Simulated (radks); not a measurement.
# Ho²⁺ with its nuclear charge varied continuously

An exercise on one series of results from a longer session: the logs are not shown, and one member is left open.

Program: radks (a radial shooting solver on a logarithmic mesh, Libxc functionals) version 1. Level of theory: Dirac Kohn-Sham, LDA (Slater exchange, Perdew-Wang correlation), spin-unpolarised, spherical densities, point nucleus; open shells fill j = l - 1/2 first. These are calculated values, not measurements, unless marked.

## What is computed

```
element       : holmium (Z = 67)
charge        : +2
electrons     : 65
configuration : [Xe] 4f11
```

Set-up of the first run:

The run's settings:

```text
Z 67
configuration [Xe] 4f11
relativity Dirac
functional lda,pw
spin unpolarised
j_filling energy
nucleus point
c 137.035999084
```

Among the steps run: Z = 67.

One of the session's tables, all rows but one given; the rest of the session is left out.

It belongs to the step «Z = 67». Radial moments (bohr):

```
level     <r>  outermost maximum (interpolated)  90 % within  nodes
4p3/2  0.5601                             0.514        0.816      2
4d3/2       ?                                 ?            ?      ?
4d5/2  0.6018                             0.527        0.906      1
5s1/2   1.276                              1.13         1.85      4
5p1/2   1.438                              1.24         2.12      3
5p3/2   1.544                              1.33         2.28      3
4f5/2  0.8333                             0.520         1.46      0
4f7/2  0.8519                             0.526         1.50      0
```

Estimate the missing values for 4d3/2.

**Answer.** <r>: 0.5906; outermost maximum (interpolated): 0.518; 90 % within: 0.889; nodes: 1. In the column «<r>» it lies between 4p3/2 (0.5601) and 4d5/2 (0.6018).
